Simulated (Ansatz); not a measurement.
**C2H8BClSi: one species, many methods**

An exercise on one series of results from a longer session: the logs are not shown, and one member is left open.

The runs use Ansatz 0.2.0, Gaussian basis; functionals in def2-TZVPP, the program's frozen cores in correlated methods.

Plan: PBE-D4, r2SCAN-D4, PBE0-D4, B3LYP-D4, ωB97X-V, ωB97M-V, B2PLYP; CCSD(T)/def2-TZVPP; MP2/def2-QZVPP; extrapolation to the limit.

## The relaxed structure

An earlier PBE0-D4 in a triple-zeta def2 set relaxation fixed the geometry.

SMILES `CB(C)[SiH2]Cl`, 13 atoms, charge 0, spin multiplicity 1.

Atoms are counted from 1 here; the program's logs count them from 0.

Bond lengths: C1–B2 1.555 Å, C1–H6 1.103 Å, C1–H7 1.093 Å, C1–H8 1.093 Å, B2–C3 1.561 Å, B2–Si4 2.025 Å, C3–H9 1.092 Å, C3–H10 1.103 Å, C3–H11 1.094 Å, Si4–Cl5 2.073 Å, Si4–H12 1.489 Å, Si4–H13 1.490 Å. Angles: B2–C1–H6 105.0°, B2–C1–H7 114.6°, B2–C1–H8 114.5°, H6–C1–H7 106.7°, H6–C1–H8 104.8°, H7–C1–H8 110.3°, C1–B2–C3 121.7°, C1–B2–Si4 120.7°, C3–B2–Si4 117.6°, B2–C3–H9 116.3°, B2–C3–H10 104.6°, B2–C3–H11 113.5°, H9–C3–H10 106.1°, H9–C3–H11 109.6°, H10–C3–H11 105.8°, B2–Si4–Cl5 112.6°, B2–Si4–H12 112.0°, B2–Si4–H13 111.1° and more.

The first run:

The input, in.yaml:

```yaml
crystal:
  periodic: [false, false, false]
  atoms:
    - {symbol: C, position_ang: [-1.080485, -0.346986, 1.200502]}
    - {symbol: B, position_ang: [0.026681, -0.177948, 0.121922]}
    - {symbol: C, position_ang: [1.184626, -1.212940, -0.033777]}
    - {symbol: Si, position_ang: [0.001962, 1.401714, -1.144831]}
    - {symbol: Cl, position_ang: [-1.458937, 2.790294, -0.658559]}
    - {symbol: H, position_ang: [-1.941146, -0.776401, 0.660772]}
    - {symbol: H, position_ang: [-0.832226, -1.046669, 2.002865]}
    - {symbol: H, position_ang: [-1.452141, 0.591791, 1.618116]}
    - {symbol: H, position_ang: [1.663418, -1.260605, -1.014311]}
    - {symbol: H, position_ang: [1.961632, -0.868457, 0.668487]}
    - {symbol: H, position_ang: [0.914035, -2.221518, 0.292327]}
    - {symbol: H, position_ang: [1.301677, 2.129031, -1.155442]}
    - {symbol: H, position_ang: [-0.268696, 0.963895, -2.543171]}
basis:
  gaussian: {orbitals: def2-TZVPP}
hamiltonian: {xc: pbe, dispersion: d4}
output: {forces: true, orbitals: {seedname: orbitals}}
```

The run is started by

```bash
$ ansatz run in.yaml --threads 4 --pin off --events-out ev --progress --plain --max-ram 10444MiB
```

Steps of the session up to this table: PBE-D4 (GGA); r2SCAN-D4 (meta-GGA); PBE0-D4 (hybrid); B3LYP-D4 (hybrid); ωB97X-V (range-separated); ωB97M-V (range-separated); B2PLYP (double hybrid); CCSD(T) in def2-TZVPP; MP2 in def2-QZVPP.

One table of the session follows, with a row left open; its other results are not shown here.

```
            method  atomisation energy (eV)
            PBE-D4                        ?
         r2SCAN-D4                   48.820
           PBE0-D4                   48.742
          B3LYP-D4                   48.568
           ωB97X-V                   48.723
           ωB97M-V                   48.722
            B2PLYP                   48.001
     HF/def2-TZVPP                   37.564
    MP2/def2-TZVPP                   47.760
   CCSD/def2-TZVPP                   46.838
CCSD(T)/def2-TZVPP                   47.356
           MP2/CBS                   48.841
       CCSD(T)/CBS                   48.437
```

Q: Estimate the row for PBE-D4 from the others.

**Answer.** atomisation energy (eV): 49.061. In the column «atomisation energy (eV)» it is the highest.

Caveats from the session: Free atoms (2 C, 1 B, 1 Si, 1 Cl, 8 H) were run apart at each level; the atomisation energy is their sum less the molecule, without zero-point or spin-orbit terms.
